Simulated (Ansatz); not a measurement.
# SiW3: a relaxation

The task: find the equilibrium cell of SiW3.

Method: DFT PBEsol, scalar-relativistic, plane waves, PAW, in Ansatz 0.2.0.

## (1) The system as given

The structure is cubic, space group Im-3m (No. 229). The conventional cell has a = 5.212 Å, b = 5.212 Å, c = 5.212 Å, α = 90.00°, β = 90.00°, γ = 90.00°. Si (site symmetry m-3m) is surrounded by 6 W at 2.61 Å. W (site symmetry 4/mmm) has 2 Si at 2.61 Å and 4 W at 2.61 Å as nearest neighbours.

Coordinates:

```
Si W
1.0
    -2.60617    2.60617    2.60617
     2.60617   -2.60617    2.60617
     2.60617    2.60617   -2.60617
Si W
1 3
Direct
  0.00000 0.00000 0.00000
  0.50000 0.50000 0.00000
  0.50000 0.00000 0.50000
  0.00000 0.50000 0.50000
```

The structure comes from the Materials Project (structure only).

## (2) Probe: one point at the start

The input, input.yaml:

```yaml
crystal:
  lattice:
    - [-2.606175, 2.606175, 2.606175]
    - [2.606175, -2.606175, 2.606175]
    - [2.606175, 2.606175, -2.606175]
  atoms:
    - { symbol: Si, position: [0.0, 0.0, 0.0] }
    - { symbol: W, position: [0.5, 0.5, 0.0] }
    - { symbol: W, position: [0.5, 0.0, 0.5] }
    - { symbol: W, position: [0.0, 0.5, 0.5] }
basis:
  ecutwfc: 420
kpoints:
  mp_grid: { grid: [6, 6, 6] }
hamiltonian:
  xc: pbesol
scf:
  occupations: { method: gaussian, width: 0.1 }
output:
  forces: true
  stress: true
  eigenvalues: true
```

Started as:

```bash
$ ansatz run input.yaml --threads 1 --pin off --max-ram 2560MiB --backend cpu --events-out ev --progress --plain --runs-dir out
```

Standard output, cut to the lines that bear on the results:

```text
[...]
SCF converged after 6 iterations
Free energy (F): -31385.676055 eV
[...]
E sigma→0 (E₀):  -31385.662822 eV
Entropy (-TS):   -0.026466 eV (-6.617 meV/atom)
Fermi energy:    16.502669 eV
[...]
--- Forces (eV/Å), atoms counted from 1 ---
  atom   1  Si    -0.00000000     0.00000000     0.00000000
  atom   2  W      0.00000000    -0.00000000    -0.00000000
  atom   3  W      0.00000000    -0.00000000    -0.00000000
  atom   4  W      0.00000000    -0.00000000     0.00000000
[...]
--- Stress (GPa, compression-positive) ---
       -5.601947       0.000000       0.000000
        0.000000      -5.601947       0.000000
       -0.000000       0.000000      -5.601947
  P = ⅓ Tr σ = -5.6019 GPa (-56.019 kbar)
--- Band table (eV; the first three rows and the last of 16) ---
[...]
```

It took 3.2 s on 1 thread of Intel Xeon Platinum 8259CL at 2.50GHz (Skylake/Cascade Lake), shared host; peak memory 0.39 GiB.

From the probe: pressure -5.6 GPa, largest force 0.00 eV/Å, gap on this mesh none (metal). By this gap the next run takes a mesh of 12×12×12.

## (3) The relaxation

Changes to input.yaml since step 2:

```diff
@@ -13,3 +13,3 @@
 kpoints:
-  mp_grid: { grid: [6, 6, 6] }
+  mp_grid: { grid: [12, 12, 12] }
 hamiltonian:
@@ -22 +22,6 @@
   eigenvalues: true
+relax:
+  adjacent_minimum: "off"
+  f_tol: 0.005
+  max_steps: 80
+  cell: { stress_tol: 0.05 }
```

Started as:

```bash
$ ansatz run input.yaml --threads 1 --pin off --max-ram 2560MiB --backend cpu --events-out ev --progress --plain --runs-dir out
```

Standard output:

```text
Warning: RAYON_NUM_THREADS=1 ignored (pool sized by the plan → 1); use --threads N
Engine: ansatz 0.2.0, x86_64-unknown-linux-gnu
Pseudopotentials: kind: paw
Pseudopotential: Si, paw, valence charge 4, recommended cutoff 420 eV (normal), Si.paw.azcp
Pseudopotential: W, paw, valence charge 14, recommended cutoff 420 eV (normal), W.paw.azcp
Functional definition: PBEsol
  exchange = pbesol_x
  correlation = pbesol_c
Crystal: 4 atoms, lattice volume = 70.806 Å³
Basis set: ecut = 420 eV, 1409 PW (Γ), exchange–correlation on 64×64×64 points (8 copies of the dense FFT grid, shifted against one another)
Bands: 28, of which v1, the nominal top of the filled ones, is band 23 counted from 1 (22 counted from 0)
Symmetry: 48 space group operations
Space group: Im-3m (ITA 229), of the structure as read, at distance tolerance 4.1e-5 Å
k-points: 72 of 1728
Non-local potential: Si, projectors of the file, l = 0: 2, l = 1: 2, l = 2: 2
Non-local potential: W, projectors of the file, l = 0: 3, l = 1: 2, l = 2: 2, l = 3: 1
PAW form: soft (Blöchl's): semilocal exchange-correlation on the pseudo side does not see the compensation charge
PAW frozen core: Si, regenerated for the run's functional, and the local potential with it (the file was generated under x = pbe(κ = 0.804, μ = 0.2195149727645171), c = pbe(β = 0.06672455060314922))
PAW frozen core: W, regenerated for the run's functional, and the local potential with it (the file was generated under x = pbe(κ = 0.804, μ = 0.2195149727645171), c = pbe(β = 0.06672455060314922))
PAW one-centre angular grid: Si, 110 points (default); XC on 64 Gauss nodes
PAW one-centre angular grid: W, 590 points (default); XC on 64 Gauss nodes
Initial density: superposition of atomic densities (neutral atoms: chi_scale 0, normalization atom), corrected by the library's trained network
Initial wavefunctions: pseudopotential atomic-orbital guess
Functional: x = pbesol(κ = 0.804, μ = 0.12345679012345678), c = pbesol(β = 0.046)
SCF iter   1: F=—  HF=-31385.684920 eV  |F-HF|=—  |Δ(HF+E_count)|=         —  Δρ=5.47e-3  dr2=1.54e-2  ethr=1.77e-3  ⟨swp⟩=5.0  Hψ=8595  notcnv=0
preconditioner: auto → Kerker (q_TF=auto, 2.539 Å⁻¹)  [metal: Δε(μ)=0.013 eV  Ē_g=4.583 eV  σ=0.100 eV  W_gap=0.07  n_scr=18 (ndim 8)  ℏωp=20.7 eV  f_vac=0.000  D(μ)=5.42/eV (n_scr^D=54)]
SCF iter   2: F=—  HF=-31385.682387 eV  |F-HF|=—  |Δ(HF+E_count)|=   2.53e-3  Δρ=2.92e-3  dr2=4.29e-3  ethr=3.34e-5  ⟨swp⟩=1.0  Hψ=2593  notcnv=0
SCF iter   3: F=—  HF=-31385.681651 eV  |F-HF|=—  |Δ(HF+E_count)|=   7.36e-4  Δρ=2.21e-4  dr2=1.64e-5  ethr=9.34e-6  ⟨swp⟩=2.0  Hψ=2731  notcnv=0
SCF iter   4: F=—  HF=-31385.681646 eV  |F-HF|=—  |Δ(HF+E_count)|=   4.95e-6  Δρ=3.67e-5  dr2=5.67e-7  ethr=3.57e-8  ⟨swp⟩=2.0  Hψ=3524  notcnv=0
iter 5 did not close the SCF: its close was put off for the readings that it lacked (scf_convergence_deferred on its scf_iter line)
SCF iter   5: F=-31385.681646 eV  HF=-31385.681646 eV  |F-HF|=4.72e-9  |Δ(HF+E_count)|=   5.70e-8  Δρ=7.21e-6  dr2=2.50e-8  ethr=1.23e-9  ⟨swp⟩=2.1  Hψ=2669  notcnv=0
SCF iter   6: F=-31385.681646 eV  HF=-31385.681646 eV  |F-HF|=3.57e-10  |Δ(HF+E_count)|=  9.31e-10  Δρ=1.20e-6  dr2=9.53e-10  ethr=5.43e-11  ⟨swp⟩=3.6  Hψ=6980  notcnv=0
SCF 1 converged in 6 iterations: F = -31385.681646 eV  dr2 = 9.53e-10
relax step   1: F+E_penalty+E_count = -31385.68164622 eV  Δ(F+E_penalty+E_count) = +0.000e0 eV  max|allowed force component| = 1.514e-29 eV/Å  Δτ_max = 0.0000 Å  P = -6.400 GPa  Ω = 70.806 Å³  (6 SCF iters, dr2 threshold 1.00e-7 eV, accepted)
Crystal: 4 atoms, lattice volume = 65.644 Å³
Basis set: ecut = 420 eV, 1289 PW (Γ), exchange–correlation on 64×64×64 points (8 copies of the dense FFT grid, shifted against one another)
Initial density: handed on by an earlier stage of this run
Initial wavefunctions: those handed on with the density
iter 1 solved again at ethr=1.09e-5 eV; its pass at ethr=3.10e-3 eV (dr2=5.02e-3 eV) is discarded
SCF iter   1: F=—  HF=-31385.651067 eV  |F-HF|=—  |Δ(HF+E_count)|=         —  Δρ=3.06e-3  dr2=4.97e-3  ethr=1.09e-5  ⟨swp⟩=1.6  Hψ=12036  notcnv=0
preconditioner: auto → Kerker (q_TF=auto, 2.571 Å⁻¹)  [metal: Δε(μ)=0.008 eV  Ē_g=4.918 eV  σ=0.100 eV  W_gap=0.05  n_scr=18 (ndim 8)  ℏωp=21.5 eV  f_vac=0.000  D(μ)=4.77/eV (n_scr^D=54)]
SCF iter   2: F=—  HF=-31385.650387 eV  |F-HF|=—  |Δ(HF+E_count)|=   6.80e-4  Δρ=1.85e-3  dr2=1.88e-3  ethr=1.08e-5  ⟨swp⟩=1.0  Hψ=2016  notcnv=0
SCF iter   3: F=—  HF=-31385.649918 eV  |F-HF|=—  |Δ(HF+E_count)|=   4.69e-4  Δρ=2.52e-4  dr2=4.03e-5  ethr=4.10e-6  ⟨swp⟩=2.0  Hψ=2641  notcnv=0
SCF iter   4: F=—  HF=-31385.649911 eV  |F-HF|=—  |Δ(HF+E_count)|=   7.35e-6  Δρ=4.98e-5  dr2=1.46e-6  ethr=8.76e-8  ⟨swp⟩=2.6  Hψ=3404  notcnv=0
iter 5 did not close the SCF: its close was put off for the readings that it lacked (scf_convergence_deferred on its scf_iter line)
SCF iter   5: F=-31385.649911 eV  HF=-31385.649911 eV  |F-HF|=3.90e-9  |Δ(HF+E_count)|=   1.41e-7  Δρ=6.51e-6  dr2=2.33e-8  ethr=3.18e-9  ⟨swp⟩=2.0  Hψ=2695  notcnv=0
SCF iter   6: F=-31385.649911 eV  HF=-31385.649911 eV  |F-HF|=1.16e-10  |Δ(HF+E_count)|=   1.14e-9  Δρ=1.10e-6  dr2=4.92e-10  ethr=5.07e-11  ⟨swp⟩=1.6  Hψ=5424  notcnv=0
SCF 2 converged in 6 iterations: F = -31385.649911 eV  dr2 = 4.92e-10
relax step   2: F+E_penalty+E_count = -31385.64991083 eV  Δ(F+E_penalty+E_count) = +3.174e-2 eV  max|allowed force component| = 1.489e-29 eV/Å  Δτ_max = 0.0000 Å  P = +9.502 GPa  Ω = 65.644 Å³  energy of the carried Pulay correction = +1.438e-3 eV  (6 SCF iters, dr2 threshold 4.00e-7 eV, rejected (line search))
Crystal: 4 atoms, lattice volume = 68.634 Å³
iter 1 solved again at ethr=5.01e-6 eV; its pass at ethr=3.10e-3 eV (dr2=2.31e-3 eV) is discarded
SCF iter   1: F=—  HF=-31385.730335 eV  |F-HF|=—  |Δ(HF+E_count)|=         —  Δρ=1.84e-3  dr2=2.01e-3  ethr=5.01e-6  ⟨swp⟩=2.2  Hψ=11323  notcnv=0
preconditioner: auto → Kerker (q_TF=auto, 2.552 Å⁻¹)  [metal: Δε(μ)=0.010 eV  Ē_g=4.714 eV  σ=0.100 eV  W_gap=0.06  n_scr=18 (ndim 8)  ℏωp=21.0 eV  f_vac=0.000  D(μ)=5.14/eV (n_scr^D=54)]
SCF iter   2: F=—  HF=-31385.730071 eV  |F-HF|=—  |Δ(HF+E_count)|=   2.64e-4  Δρ=1.12e-3  dr2=7.56e-4  ethr=4.38e-6  ⟨swp⟩=1.0  Hψ=2016  notcnv=0
SCF iter   3: F=—  HF=-31385.729883 eV  |F-HF|=—  |Δ(HF+E_count)|=   1.88e-4  Δρ=1.61e-4  dr2=1.80e-5  ethr=1.64e-6  ⟨swp⟩=2.0  Hψ=2638  notcnv=0
SCF iter   4: F=—  HF=-31385.729874 eV  |F-HF|=—  |Δ(HF+E_count)|=   9.76e-6  Δρ=3.43e-5  dr2=7.60e-7  ethr=3.92e-8  ⟨swp⟩=2.2  Hψ=2835  notcnv=0
SCF iter   5: F=—  HF=-31385.729873 eV  |F-HF|=—  |Δ(HF+E_count)|=   2.81e-7  Δρ=4.73e-6  dr2=1.30e-8  ethr=1.65e-9  ⟨swp⟩=2.0  Hψ=2732  notcnv=0
SCF iter   6: F=—  HF=-31385.729873 eV  |F-HF|=—  |Δ(HF+E_count)|=  1.86e-10  Δρ=8.32e-7  dr2=3.38e-10  ethr=2.83e-11  ⟨swp⟩=2.0  Hψ=2824  notcnv=0
SCF iter   7: F=-31385.729873 eV  HF=-31385.729873 eV  |F-HF|=0.00e0  |Δ(HF+E_count)|=  7.28e-12  Δρ=9.67e-8  dr2=5.82e-12  ethr=1.00e-12  ⟨swp⟩=5.0  Hψ=7575  notcnv=0
SCF 3 converged in 7 iterations: F = -31385.729873 eV  dr2 = 5.82e-12
relax step   3: F+E_penalty+E_count = -31385.72987340 eV  Δ(F+E_penalty+E_count) = -4.823e-2 eV  max|allowed force component| = 1.548e-29 eV/Å  Δτ_max = 0.0000 Å  P = -0.463 GPa  Ω = 68.634 Å³  energy of the carried Pulay correction = +5.919e-4 eV  (7 SCF iters, accepted)
Crystal: 4 atoms, lattice volume = 68.470 Å³
iter 1 solved again at ethr=1.85e-8 eV; its pass at ethr=3.10e-3 eV (dr2=8.53e-6 eV) is discarded
SCF iter   1: F=—  HF=-31385.730151 eV  |F-HF|=—  |Δ(HF+E_count)|=         —  Δρ=9.60e-5  dr2=5.21e-6  ethr=1.85e-8  ⟨swp⟩=3.1  Hψ=11368  notcnv=0
preconditioner: auto → Kerker (q_TF=auto, 2.553 Å⁻¹)  [metal: Δε(μ)=0.005 eV  Ē_g=4.723 eV  σ=0.100 eV  W_gap=0.03  n_scr=18 (ndim 8)  ℏωp=21.0 eV  f_vac=0.000  D(μ)=5.14/eV (n_scr^D=54)]
SCF iter   2: F=—  HF=-31385.730143 eV  |F-HF|=—  |Δ(HF+E_count)|=   7.66e-6  Δρ=5.83e-5  dr2=1.98e-6  ethr=1.13e-8  ⟨swp⟩=1.0  Hψ=2016  notcnv=0
iter 3 did not close the SCF: its close was put off for the readings that it lacked (scf_convergence_deferred on its scf_iter line)
SCF iter   3: F=-31385.730143 eV  HF=-31385.730143 eV  |F-HF|=8.69e-9  |Δ(HF+E_count)|=   4.79e-7  Δρ=8.06e-6  dr2=4.38e-8  ethr=4.31e-9  ⟨swp⟩=2.0  Hψ=2639  notcnv=0
iter 4 did not close the SCF: its close was put off for the readings that it lacked (scf_convergence_deferred on its scf_iter line)
SCF iter   4: F=-31385.730143 eV  HF=-31385.730143 eV  |F-HF|=4.62e-10  |Δ(HF+E_count)|=   6.76e-9  Δρ=1.60e-6  dr2=1.58e-9  ethr=9.52e-11  ⟨swp⟩=2.8  Hψ=3621  notcnv=0
iter 5 did not close the SCF: its close was put off for the readings that it lacked (scf_convergence_deferred on its scf_iter line)
SCF iter   5: F=-31385.730143 eV  HF=-31385.730143 eV  |F-HF|=3.64e-12  |Δ(HF+E_count)|=  1.13e-10  Δρ=2.22e-7  dr2=2.76e-11  ethr=3.43e-12  ⟨swp⟩=2.0  Hψ=2640  notcnv=0
SCF iter   6: F=-31385.730143 eV  HF=-31385.730143 eV  |F-HF|=1.09e-11  |Δ(HF+E_count)|=  7.28e-12  Δρ=3.45e-8  dr2=5.28e-13  ethr=1.00e-12  ⟨swp⟩=1.0  Hψ=4320  notcnv=0
SCF 4 converged in 6 iterations: F = -31385.730143 eV  dr2 = 5.28e-13
relax step   4: F+E_penalty+E_count = -31385.73014264 eV  Δ(F+E_penalty+E_count) = -2.692e-4 eV  max|allowed force component| = 7.188e-29 eV/Å  Δτ_max = 0.0000 Å  P = +0.026 GPa  Ω = 68.470 Å³  energy of the carried Pulay correction = +6.373e-4 eV  (6 SCF iters, dr2 threshold 4.00e-7 eV, accepted)
Basis set: ecut = 420 eV, 1409 PW (Γ), exchange–correlation on 60×60×60 points (8 copies of the dense FFT grid, shifted against one another)
Initial wavefunctions: pseudopotential atomic-orbital guess (no wavefunctions were taken with the density)
iter 1 solved again at ethr=1.00e-8 eV; its pass at ethr=3.10e-3 eV (dr2=4.62e-6 eV) is discarded
SCF iter   1: F=—  HF=-31385.729509 eV  |F-HF|=—  |Δ(HF+E_count)|=         —  Δρ=6.67e-5  dr2=4.34e-7  ethr=1.00e-8  ⟨swp⟩=3.5  Hψ=14916  notcnv=0
SCF iter   2: F=—  HF=-31385.729520 eV  |F-HF|=—  |Δ(HF+E_count)|=   1.04e-5  Δρ=3.54e-5  dr2=1.18e-7  ethr=9.44e-10  ⟨swp⟩=1.0  Hψ=2016  notcnv=0
SCF iter   3: F=—  HF=-31385.729520 eV  |F-HF|=—  |Δ(HF+E_count)|=   8.98e-9  Δρ=1.32e-6  dr2=6.22e-10  ethr=2.57e-10  ⟨swp⟩=2.5  Hψ=3702  notcnv=0
SCF iter   4: F=—  HF=-31385.729520 eV  |F-HF|=—  |Δ(HF+E_count)|=  1.82e-11  Δρ=3.54e-7  dr2=7.50e-11  ethr=1.35e-12  ⟨swp⟩=2.1  Hψ=2596  notcnv=0
iter 5 did not close the SCF: its close was put off for the readings that it lacked (scf_convergence_deferred on its scf_iter line)
SCF iter   5: F=-31385.729520 eV  HF=-31385.729520 eV  |F-HF|=1.09e-11  |Δ(HF+E_count)|=  3.64e-11  Δρ=2.87e-8  dr2=3.96e-13  ethr=1.00e-12  ⟨swp⟩=1.0  Hψ=2016  notcnv=0
SCF iter   6: F=-31385.729520 eV  HF=-31385.729520 eV  |F-HF|=3.64e-12  |Δ(HF+E_count)|=  1.09e-11  Δρ=8.20e-9  dr2=3.95e-14  ethr=1.00e-12  ⟨swp⟩=3.0  Hψ=5748  notcnv=0
SCF 5 converged in 6 iterations: F = -31385.729520 eV  dr2 = 3.95e-14
relax step   5: F+E_penalty+E_count = -31385.72951977 eV  Δ(F+E_penalty+E_count) = +6.229e-4 eV  max|allowed force component| = 7.067e-29 eV/Å  Δτ_max = 0.0000 Å  P = +0.024 GPa  Ω = 68.470 Å³  stress off target by 2.43e-2 GPa  SCF on the basis re-selected at this cell (its energy is not comparable with the rows above)  (6 SCF iters)
basis re-selected at this cell: Δ(F+E_penalty+E_count) = +6.229e-4 eV, ΔP = -0.002 GPa vs the last step (what re-selecting the basis moved, of the pressure what is left beyond the Pulay correction that the steps carried, after the strain that the cell walked since its last selection, with what the two solves' SCF thresholds leave and, on support functions, any second-order correction that the steps lacked; it is no measure of the basis error at this ecutwfc). The dense FFT grid was sized anew with the basis: this SCF ran on 30×30×30 points, the steps before it on 32×32×32, so part of this shift can come from that change (see relax.cell in the input reference). This SCF's stress stands 2.43e-2 GPa from its target on what of the cell is left free (relax.cell.stress_tol is 5.00e-2 GPa) and its largest allowed force component is 7.07e-29 eV/Å (relax.f_tol is 5.00e-3 eV/Å): within both
SCF converged after 6 iterations
Free energy (F): -31385.729520 eV
Harris-Foulkes:  -31385.729520 eV  (|F-HF|=3.64e-12)
Internal energy: -31385.703824 eV  (E = F + TS)
E sigma→0 (E₀):  -31385.716672 eV
Entropy (-TS):   -0.025695 eV (-6.424 meV/atom)
Fermi energy:    17.218083 eV
--- Per-component energies (eV) ---
  E_band       = -409.062434
  E_kinetic    = 1390.330253
  E_local      = -2623.089967  (includes V_loc(G=0)·N_el)
  E_nonlocal   = 43.309883
  E_hartree    = 962.397422
  E_xc         = -847.418945
  E_vxc        = -759.123947  (∫ρ·V_xc dr)
  E_paw        = -25808.652555  (= ΣΔE_a)
  E_vpaw       = -385.283313  (= ΣTr[D̂ρ^β])
  E_aug_tail   = -0.000186  (compensation charges beyond the density's cutoff)
  E_ewald      = -4503.276667
  E_core_change = 0.696937  (= ΣΔE_core)
  E_smearing   = -0.025695  (= −TS)
  E_closure    = -0.000000  (closes the sum)
  Σ components = -31385.729520   (vs F -31385.729520, Δ=0.00e0)
--- Forces (eV/Å), atoms counted from 1 ---
  atom   1  Si    -0.00000000     0.00000000    -0.00000000
  atom   2  W      0.00000000     0.00000000    -0.00000000
  atom   3  W      0.00000000    -0.00000000    -0.00000000
  atom   4  W      0.00000000    -0.00000000     0.00000000
  max |Σ_I F_I| component: 2.51e-28 eV/Å
--- Stress (GPa, compression-positive) ---
        0.024262       0.000000       0.000000
       -0.000000       0.024262      -0.000000
       -0.000000      -0.000000       0.024262
  P = ⅓ Tr σ = 0.0243 GPa (0.243 kbar)
--- Band table (eV; the first three rows and the last of 72) ---
  k-point 0: bands = ["-56.6434", "-56.4557", "-56.4557", "-21.5205", "-21.5205", "-21.5205", "-20.8955", "-20.8955", "-20.8955", "-20.0333", "-20.0333", "-20.0333", "6.6823", "12.3472", "12.3472", "12.3472", "12.5979", "13.3068", "13.3068", "16.9264", "16.9264", "16.9264", "17.6812", "17.6812", "19.2213", "19.2213", "19.2213", "21.1190"]
  k-point 1: bands = ["-56.6405", "-56.4585", "-56.4558", "-21.5209", "-21.4981", "-21.4968", "-20.8980", "-20.8951", "-20.8940", "-20.0615", "-20.0598", "-20.0339", "6.7762", "12.3622", "12.3836", "12.4312", "12.6384", "13.3456", "13.4012", "16.1630", "16.5770", "16.9139", "18.0253", "18.4403", "19.0807", "19.2400", "19.2850", "20.8115"]
  k-point 2: bands = ["-56.6322", "-56.4668", "-56.4560", "-21.5221", "-21.4321", "-21.4271", "-20.9048", "-20.8938", "-20.8898", "-20.1432", "-20.1373", "-20.0355", "7.0501", "12.3398", "12.4031", "12.6813", "12.8471", "13.4817", "13.6702", "15.2629", "16.1251", "16.8903", "18.4773", "18.6149", "18.6431", "19.4397", "20.0113", "20.0680"]
  k-point 71: bands = ["-56.5789", "-56.5789", "-56.3967", "-21.5646", "-21.5646", "-21.5646", "-20.8545", "-20.8545", "-20.8545", "-20.0396", "-20.0396", "-20.0396", "8.2466", "12.4901", "12.4901", "13.7567", "14.0515", "14.0515", "14.0515", "14.4509", "14.4509", "14.4509", "17.2399", "17.2399", "18.3794", "18.3794", "18.3794", "20.8961"]
--- Relaxed structure (4 steps of the walk, 3 accepted, 1 SCFs on fresh bases) ---
  F+E_penalty+E_count = -31385.72951977 eV   max|allowed force component| = 7.067e-29 eV/Å   (the final SCF, on the basis selected at the relaxed cell)
  cell:  # Å, volume = 68.4703 Å³
    - [-2.577195286059718, 2.577195286059718, 2.577195286059718]
    - [2.577195286059718, -2.577195286059718, 2.577195286059718]
    - [2.577195286059718, 2.577195286059718, -2.577195286059718]
  atoms:
    - { symbol: Si, position: [-1.233942655110624e-47, -2.8573211127206993e-46, -2.8809498018611154e-46] }
    - { symbol: W, position: [0.49999999999999994, 0.49999999999999994, -6.669206563036302e-35] }
    - { symbol: W, position: [0.49999999999999994, 4.903828355262785e-37, 0.49999999999999994] }
    - { symbol: W, position: [-1.7359552377324226e-34, 0.49999999999999994, 0.49999999999999994] }
```

It took 39 s on 1 thread of Intel Xeon Platinum 8259CL at 2.50GHz (Skylake/Cascade Lake), shared host; peak memory 0.45 GiB.

Step by step:

```csv
step,energy from step 1 (eV/cell),largest force component (eV/Å),pressure (GPa),volume (Å³)
1,0.0000,0.0000,-6.40,70.81
2,0.0317,0.0000,9.50,65.64
3,-0.0482,0.0000,-0.46,68.63
4,-0.0485,0.0000,0.03,68.47
5,-0.0479,0.0000,0.02,68.47
```

Step 1 is the start. Step 5 repeats the geometry before it on a plane-wave basis chosen anew for that cell, so its energy need not be comparable with the rows above. Step 2 was tried and not accepted.

Lengths and angles in the start's conventional setting:

|  | before | after | change |
| --- | --- | --- | --- |
| a (Å) | 5.212 | 5.154 | -1.1 % |
| b (Å) | 5.212 | 5.154 | -1.1 % |
| c (Å) | 5.212 | 5.154 | -1.1 % |
| volume (Å³/atom) | 17.70 | 17.12 | -3.3 % |
| shortest distance (Å) | 2.606 | 2.577 | -1.1 % |
| space group (0.01 Å) | Im-3m | Im-3m | same |

The run keeps the 48 symmetry operations of the start, so it could not have lowered the symmetry.

## (4) Results

| quantity | value |
| --- | --- |
| relaxed cell (conventional) | a = 5.154 Å, b = 5.154 Å, c = 5.154 Å, α = 90.00°, β = 90.00°, γ = 90.00° |
| space group (0.01 Å) | Im-3m (No. 229) |
| volume | 17.12 Å³/atom |
| formation energy (elements from runs with the same settings, not shown) | +1.37 eV/atom |
| gap on the mesh | none (metal) |

In words: The relaxed volume is 3.3 % smaller than at the start. The runs treat W without spin-orbit coupling.
